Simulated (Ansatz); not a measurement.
# C3H8Si: small, medium and large basis sets

The task here is to estimate one member of a computed series from the others.

Program: Ansatz 0.2.0, Gaussian basis. Level of theory: one geometry, several basis sets. These are calculated values, not measurements.

Levels to be run: PBE0-D4/def2-SVP; ωB97M-V/def2-SVP; PBE0-D4/def2-QZVPP; ωB97M-V/def2-QZVPP; the functionals' def2-TZVPP values are taken from earlier runs.

1 further run of the same task is left out (it didn't finish).

## Structure used throughout

The geometry comes from an earlier relaxation with PBE0-D4 in a triple-zeta def2 set; it is a stationary point, not always the lowest conformer.

SMILES `C[SiH]1CC1`, 12 atoms, charge 0, spin multiplicity 1.

Atoms are counted from 1 here; the program's logs count them from 0.

Bond lengths: C1–Si2 1.862 Å, C1–H5 1.092 Å, C1–H6 1.092 Å, C1–H7 1.092 Å, Si2–C3 1.844 Å, Si2–C4 1.844 Å, Si2–H8 1.481 Å, C3–C4 1.551 Å, C3–H9 1.086 Å, C3–H10 1.085 Å, C4–H11 1.086 Å, C4–H12 1.085 Å. Angles: Si2–C1–H5 111.2°, Si2–C1–H6 111.2°, Si2–C1–H7 109.9°, H5–C1–H6 108.1°, H5–C1–H7 108.2°, H6–C1–H7 108.2°, C1–Si2–C3 120.7°, C1–Si2–C4 120.7°, C1–Si2–H8 115.0°, C3–Si2–C4 49.8°, C3–Si2–H8 117.6°, C4–Si2–H8 117.6°, Si2–C3–C4 65.1°, Si2–C3–H9 119.5°, Si2–C3–H10 120.0°, C4–C3–H9 115.9°, C4–C3–H10 116.1°, H9–C3–H10 112.3° and more.

Set-up of the first run:

in.yaml

```yaml
crystal:
  periodic: [false, false, false]
  atoms:
    - {symbol: C, position_ang: [-1.162022, 1.270862, -0.700516]}
    - {symbol: Si, position_ang: [-0.552541, -0.097309, 0.405891]}
    - {symbol: C, position_ang: [1.241225, -0.261149, 0.800994]}
    - {symbol: C, position_ang: [0.694443, -1.313778, -0.198904]}
    - {symbol: H, position_ang: [-2.045845, 0.959838, -1.262050]}
    - {symbol: H, position_ang: [-1.422525, 2.159759, -0.121545]}
    - {symbol: H, position_ang: [-0.382722, 1.545080, -1.414915]}
    - {symbol: H, position_ang: [-1.525410, -0.558683, 1.423127]}
    - {symbol: H, position_ang: [1.946148, 0.457504, 0.393747]}
    - {symbol: H, position_ang: [1.551962, -0.639495, 1.769480]}
    - {symbol: H, position_ang: [1.065904, -1.238471, -1.216523]}
    - {symbol: H, position_ang: [0.668385, -2.339260, 0.155216]}
basis:
  gaussian: {orbitals: def2-SVP}
hamiltonian: {xc: pbe0, dispersion: d4}
output: {orbitals: {seedname: orbitals}}
```

Among the steps run: PBE0-D4 in def2-SVP; ωB97M-V in def2-SVP; PBE0-D4 in def2-QZVPP; ωB97M-V in def2-QZVPP.

One table of the session follows, with a row left open; its other results are not shown here.

It belongs to the step «Functionals by basis». 

| functional | basis | HOMO (eV) | LUMO (eV) |
| --- | --- | --- | --- |
| PBE0-D4 | def2-SVP | -6.64 | 1.40 |
| PBE0-D4 | def2-TZVPP | ? | ? |
| PBE0-D4 | def2-QZVPP | -6.66 | 0.65 |
| ωB97M-V | def2-SVP | -8.82 | 3.28 |
| ωB97M-V | def2-TZVPP | -8.84 | 2.44 |
| ωB97M-V | def2-QZVPP | -8.84 | 1.73 |

**Question.** Estimate the row for PBE0-D4, def2-TZVPP.

The run gave: HOMO (eV): -6.65; LUMO (eV): 0.87. In the column «HOMO (eV)» it lies between PBE0-D4, def2-QZVPP (-6.66) and PBE0-D4, def2-SVP (-6.64).
